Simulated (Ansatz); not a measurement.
# C4H9FOSi: one species, many methods

An exercise on one series of results from a longer session: the logs are not shown, and one member is left open.

Computed with Ansatz 0.2.0, Gaussian basis. Level: functionals in def2-TZVPP, the program's frozen cores in correlated methods.

Levels to be run: LDA (SPW92), PBE-D4, revPBE-D4, BLYP-D4, r2SCAN-D4, B97M-V, PBE0-D4, B3LYP-D4, r2SCANh-D4, r2SCAN0-D4, HSE06-D4, BHLYP-D4, CAM-B3LYP-D4, LC-ωPBE, ωB97X-V, ωB97M-V, B2PLYP, PBE-QIDH; CCSD(T)/def2-SVP; MP2/def2-TZVPP; RPA on PBE.

1 further run of the same task is left out (it didn't finish). Runs told in other sessions of the task aren't counted.

**Structure used throughout**

All runs share one geometry, relaxed beforehand with PBE0-D4 in a triple-zeta def2 set.

SMILES `CC(C)(C)O[Si]F`, 16 atoms, charge 0, spin multiplicity 1.

Atoms are counted from 1 here; the program's logs count them from 0.

Bond lengths: C1–C2 1.518 Å, C1–H8 1.092 Å, C1–H9 1.092 Å, C1–H10 1.092 Å, C2–C3 1.520 Å, C2–C4 1.520 Å, C2–O5 1.439 Å, C3–H11 1.092 Å, C3–H12 1.091 Å, C3–H13 1.092 Å, C4–H14 1.092 Å, C4–H15 1.091 Å, C4–H16 1.092 Å, O5–Si6 1.621 Å, Si6–F7 1.626 Å. Angles: C2–C1–H8 110.4°, C2–C1–H9 110.5°, C2–C1–H10 110.4°, H8–C1–H9 108.6°, H8–C1–H10 108.4°, H9–C1–H10 108.6°, C1–C2–C3 110.9°, C1–C2–C4 110.9°, C1–C2–O5 106.0°, C3–C2–C4 111.2°, C3–C2–O5 108.9°, C4–C2–O5 108.9°, C2–C3–H11 110.2°, C2–C3–H12 110.8°, C2–C3–H13 110.3°, H11–C3–H12 108.4°, H11–C3–H13 108.2°, H12–C3–H13 108.9° and more.

Set-up of the first run:

Contents of in.yaml:

```yaml
crystal:
  periodic: [false, false, false]
  atoms:
    - {symbol: C, position_ang: [-0.585665, -1.200787, -1.063398]}
    - {symbol: C, position_ang: [-0.119482, -0.081206, -0.150381]}
    - {symbol: C, position_ang: [1.352651, 0.224158, -0.375928]}
    - {symbol: C, position_ang: [-0.392931, -0.420686, 1.306076]}
    - {symbol: O, position_ang: [-0.895884, 1.075242, -0.512788]}
    - {symbol: Si, position_ang: [-1.067219, 2.631659, -0.093721]}
    - {symbol: F, position_ang: [0.011511, 2.837649, 1.105150]}
    - {symbol: H, position_ang: [-0.419451, -0.933134, -2.108513]}
    - {symbol: H, position_ang: [-0.038973, -2.121635, -0.849077]}
    - {symbol: H, position_ang: [-1.651574, -1.388301, -0.921236]}
    - {symbol: H, position_ang: [1.957613, -0.659794, -0.162083]}
    - {symbol: H, position_ang: [1.685250, 1.034224, 0.274905]}
    - {symbol: H, position_ang: [1.524699, 0.512794, -1.415059]}
    - {symbol: H, position_ang: [-1.460584, -0.590006, 1.461499]}
    - {symbol: H, position_ang: [-0.064892, 0.387669, 1.961332]}
    - {symbol: H, position_ang: [0.141931, -1.330547, 1.587420]}
basis:
  gaussian: {orbitals: def2-TZVPP}
hamiltonian: {xc: lda}
output: {orbitals: {seedname: orbitals}}
```

Command:

```
$ ansatz run in.yaml --threads 4 --pin off --events-out ev --progress --plain --max-ram 11315MiB
```

Steps of the session up to this table: LDA; PBE-D4 (GGA); revPBE-D4 (GGA); BLYP-D4 (GGA); r2SCAN-D4 (meta-GGA); B97M-V (meta-GGA); PBE0-D4 (hybrid); B3LYP-D4 (hybrid); r2SCANh-D4 (hybrid); r2SCAN0-D4 (hybrid); HSE06-D4 (hybrid); BHLYP-D4 (hybrid); CAM-B3LYP-D4 (range-separated); LC-ωPBE (range-separated); ωB97X-V (range-separated); ωB97M-V (range-separated); B2PLYP (double hybrid); PBE-QIDH (double hybrid).

One table of the session follows, with a row left open; its other results are not shown here.

It belongs to the step «Frontier levels by functional». 

```
  functional  HOMO (eV)  gap (eV)
 LDA (SPW92)      -6.34      4.04
      PBE-D4      -6.22      4.10
   revPBE-D4      -6.16      4.11
     BLYP-D4      -6.10      4.11
   r2SCAN-D4      -6.42      4.40
      B97M-V      -6.54      4.52
     PBE0-D4      -7.37      6.07
    B3LYP-D4      -7.19      5.69
  r2SCANh-D4      -6.85      5.15
  r2SCAN0-D4      -7.50      6.26
    HSE06-D4      -6.97      5.29
    BHLYP-D4          ?         ?
CAM-B3LYP-D4      -8.72      8.51
     LC-ωPBE     -10.01     10.92
     ωB97X-V      -9.69     10.49
     ωB97M-V      -9.55     10.24
```

Q: Estimate the row for BHLYP-D4 from the others.

Worked estimate for «HOMO (eV)». Against the share of exact exchange, BLYP-D4 (0, -6.10), B3LYP-D4 (0.2, -7.19) give a slope of -5.45 per unit share; at 0.5 the line stands at -8.82.

The run gave: HOMO (eV): -8.42; gap (eV): 8.01. In «HOMO (eV)» the line misses by -0.40.
